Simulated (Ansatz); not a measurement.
# CH2ClInSe: how energies converge with the basis set

An exercise on one series of results from a longer session: the logs are not shown, and one member is left open.

Method: one geometry, several basis sets; program: Ansatz 0.2.0, Gaussian basis.

The runs, in order: PBE0-D4/def2-SVP; ωB97M-V/def2-SVP; PBE0-D4/def2-QZVPP; ωB97M-V/def2-QZVPP; the functionals' def2-TZVPP values are taken from earlier runs.

## The geometry

The geometry comes from an earlier relaxation with PBE0-D4 in a triple-zeta def2 set; it is a stationary point. In takes the def2 core potential; no spin-orbit term is included.

SMILES `[Cl][In]1[CH2][Se]1`, 6 atoms, charge 0, spin multiplicity 1.

Atoms are counted from 1 here; the program's logs count them from 0.

Bond lengths: Cl1–In2 2.278 Å, In2–C3 2.100 Å, In2–Se4 2.487 Å, C3–Se4 2.049 Å, C3–H5 1.084 Å, C3–H6 1.084 Å. Angles: Cl1–In2–C3 166.3°, Cl1–In2–Se4 141.4°, C3–In2–Se4 52.2°, In2–C3–Se4 73.7°, In2–C3–H5 118.4°, In2–C3–H6 118.4°, Se4–C3–H5 113.1°, Se4–C3–H6 113.1°, H5–C3–H6 113.7°, In2–Se4–C3 54.1°.

Coordinates:

```xyz
6
CH2ClInSe
Cl    0.1114   -3.1707    1.1926
In   -0.0202   -1.0645    0.3343
C     0.1975    0.9777   -0.1037
Se   -1.1828    0.2475   -1.4300
H    -0.2190    1.7015    0.5881
H     1.1131    1.3085   -0.5814
```

Set-up of the first run:

in.yaml reads:

```yaml
crystal:
  periodic: [false, false, false]
  atoms:
    - {symbol: Cl, position_ang: [0.111366, -3.170680, 1.192614]}
    - {symbol: In, position_ang: [-0.020183, -1.064516, 0.334290]}
    - {symbol: C, position_ang: [0.197476, 0.977695, -0.103721]}
    - {symbol: Se, position_ang: [-1.182778, 0.247535, -1.429967]}
    - {symbol: H, position_ang: [-0.218986, 1.701472, 0.588139]}
    - {symbol: H, position_ang: [1.113104, 1.308484, -0.581365]}
basis:
  gaussian: {orbitals: def2-SVP}
hamiltonian: {xc: pbe0, dispersion: d4}
output: {orbitals: {seedname: orbitals}}
```

Launch:

```console
$ ansatz run in.yaml --threads 4 --pin off --events-out ev --progress --plain --max-ram 10444MiB
```

Among the steps run: PBE0-D4 in def2-SVP; ωB97M-V in def2-SVP; PBE0-D4 in def2-QZVPP; ωB97M-V in def2-QZVPP.

One table of the session follows, with a row left open; its other results are not shown here.

It belongs to the step «Functionals by basis». 

```
functional       basis  HOMO (eV)  LUMO (eV)
   PBE0-D4    def2-SVP      -6.45      -2.33
   PBE0-D4  def2-TZVPP      -6.52      -2.42
   PBE0-D4  def2-QZVPP      -6.53      -2.46
   ωB97M-V    def2-SVP      -8.41      -0.36
   ωB97M-V  def2-TZVPP          ?          ?
   ωB97M-V  def2-QZVPP      -8.52      -0.66
```

**Question.** Estimate the row for ωB97M-V, def2-TZVPP.

The run gave: HOMO (eV): -8.51; LUMO (eV): -0.54. In the column «HOMO (eV)» it lies between ωB97M-V, def2-QZVPP (-8.52) and ωB97M-V, def2-SVP (-8.41).
